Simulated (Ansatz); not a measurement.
# AlH4C4Br3N2: further runs on the relaxed cell

Aim: for AlH4C4Br3N2, relax it again with other functionals.

Program: Ansatz 0.2.0. Level of theory: DFT PBE+D3(BJ), scalar-relativistic, plane waves, PAW. These are calculated values, not measurements.

### 1 The system as given

The structure is monoclinic, space group C2/c (No. 15). The conventional cell has a = 11.196 Å, b = 6.792 Å, c = 11.764 Å, α = 90.00°, β = 104.11°, γ = 90.00°. Al (site symmetry 2) is surrounded by 2 N at 2.15 Å and 3 Br at 2.33 to 2.35 Å. H (site symmetry 1) is surrounded by 1 C at 1.09 Å. C (site symmetry 1) has 1 H at 1.09 Å and 1 N at 1.34 Å in its first shell of neighbours. Br (site symmetry 2) has 1 Al at 2.33 Å in its first shell of neighbours. Br (site symmetry 1) has 1 Al at 2.35 Å in its first shell of neighbours. Around N (site symmetry 1) lie 2 C at 1.34 Å and 2 H at 2.09 Å and 1 Al at 2.15 Å.

Structure file:

```
CELL_PARAMETERS angstrom
5.59789 -3.39590 0.03351
5.59789 3.39590 0.03351
-2.93601 0.00000 11.39177
ATOMIC_POSITIONS crystal
Al 0.28955 0.71045 0.25000
Al 0.71045 0.28955 0.75000
H 0.63817 0.58177 0.47352
H 0.41823 0.36183 0.02648
H 0.36183 0.41823 0.52648
H 0.58177 0.63817 0.97352
H 0.22749 0.21481 0.34453
H 0.78519 0.77251 0.15547
H 0.77251 0.78519 0.65547
H 0.21481 0.22749 0.84453
C 0.57457 0.76953 0.48527
C 0.23047 0.42543 0.01473
C 0.42543 0.23047 0.51473
C 0.76953 0.57457 0.98527
C 0.34960 0.11769 0.41385
C 0.88231 0.65040 0.08615
C 0.65040 0.88231 0.58615
C 0.11769 0.34960 0.91385
Br 0.63333 0.36667 0.25000
Br 0.36667 0.63333 0.75000
Br 0.02534 0.74909 0.37000
Br 0.25091 0.97466 0.13000
Br 0.97466 0.25091 0.63000
Br 0.74909 0.02534 0.87000
N 0.42421 0.88621 0.39851
N 0.11379 0.57579 0.10149
N 0.57579 0.11379 0.60149
N 0.88621 0.42421 0.89851
```

It is the result of an earlier relaxation at this level (volume 15.49 Å³/atom; gap on the mesh: 2.39 eV).

### 2 Relaxing with PBEsol

input.yaml reads:

```yaml
crystal:
  lattice:
    - [5.5978909825, -3.395899344, 0.0335119866]
    - [5.5978909825, 3.395899344, 0.0335119866]
    - [-2.9360140847, 0.0, 11.3917688235]
  atoms:
    - { symbol: Al, position: [0.28955433, 0.71044567, 0.25] }
    - { symbol: Al, position: [0.71044567, 0.28955433, 0.75] }
    - { symbol: H, position: [0.6381668327, 0.5817675124, 0.4735248836] }
    - { symbol: H, position: [0.4182324876, 0.3618331673, 0.0264751164] }
    - { symbol: H, position: [0.3618331673, 0.4182324876, 0.5264751164] }
    - { symbol: H, position: [0.5817675124, 0.6381668327, 0.9735248836] }
    - { symbol: H, position: [0.2274866167, 0.2148056744, 0.3445252648] }
    - { symbol: H, position: [0.7851943256, 0.7725133833, 0.1554747352] }
    - { symbol: H, position: [0.7725133833, 0.7851943256, 0.6554747352] }
    - { symbol: H, position: [0.2148056744, 0.2274866167, 0.8445252648] }
    - { symbol: C, position: [0.5745677157, 0.7695284364, 0.4852688289] }
    - { symbol: C, position: [0.2304715636, 0.4254322843, 0.0147311711] }
    - { symbol: C, position: [0.4254322843, 0.2304715636, 0.5147311711] }
    - { symbol: C, position: [0.7695284364, 0.5745677157, 0.9852688289] }
    - { symbol: C, position: [0.3495993816, 0.1176935857, 0.4138499467] }
    - { symbol: C, position: [0.8823064143, 0.6504006184, 0.0861500533] }
    - { symbol: C, position: [0.6504006184, 0.8823064143, 0.5861500533] }
    - { symbol: C, position: [0.1176935857, 0.3495993816, 0.9138499467] }
    - { symbol: Br, position: [0.6333319093, 0.3666680907, 0.25] }
    - { symbol: Br, position: [0.3666680907, 0.6333319093, 0.75] }
    - { symbol: Br, position: [0.0253378926, 0.7490939004, 0.3699995905] }
    - { symbol: Br, position: [0.2509060996, 0.9746621074, 0.1300004095] }
    - { symbol: Br, position: [0.9746621074, 0.2509060996, 0.6300004095] }
    - { symbol: Br, position: [0.7490939004, 0.0253378926, 0.8699995905] }
    - { symbol: "N", position: [0.4242059788, 0.8862105098, 0.3985100706] }
    - { symbol: "N", position: [0.1137894902, 0.5757940212, 0.1014899294] }
    - { symbol: "N", position: [0.5757940212, 0.1137894902, 0.6014899294] }
    - { symbol: "N", position: [0.8862105098, 0.4242059788, 0.8985100706] }
basis:
  ecutwfc: 420
kpoints:
  mp_grid: { grid: [6, 6, 4] }
hamiltonian:
  xc: pbesol
scf:
  occupations: { method: gaussian, width: 0.02 }
output:
  forces: true
  stress: true
  eigenvalues: true
  write_density: true
  write_potential: true
  elf: true
  volumetric_format: npy
relax:
  adjacent_minimum: "off"
  f_tol: 0.005
  max_steps: 50
  cell: { stress_tol: 0.05 }
```

On the command line:

```sh
$ ansatz run input.yaml --threads 8 --pin off --max-ram 22528MiB --backend cpu --events-out ev --progress --plain --runs-dir out
```

### 3 The cell under PBE

Edit input.yaml of step 2 so:

```diff
@@ -39,3 +39,3 @@
 hamiltonian:
-  xc: pbesol
+  xc: pbe
 scf:
@@ -46,6 +46,2 @@
   eigenvalues: true
-  write_density: true
-  write_potential: true
-  elf: true
-  volumetric_format: npy
 relax:
```

### 4 Relaxing with LDA

Edit input.yaml of step 3 so:

```diff
@@ -39,3 +39,3 @@
 hamiltonian:
-  xc: pbe
+  xc: lda
 scf:
```

### 5 The cell under r2SCAN

Edit input.yaml of step 4 so:

```diff
@@ -35,3 +35,3 @@
 basis:
-  ecutwfc: 420
+  ecutwfc: 500
 kpoints:
@@ -39,3 +39,3 @@
 hamiltonian:
-  xc: lda
+  xc: r2scan
 scf:
```

(Steps that only read results are left out.)

What does the calculation give?

The runs gave:

The volumes rise in the order LDA, PBE+D3(BJ), PBEsol, r2SCAN, PBE, over 32.4 %. PBE+D3(BJ) comes nearest to the reported cell (+0.7 %).
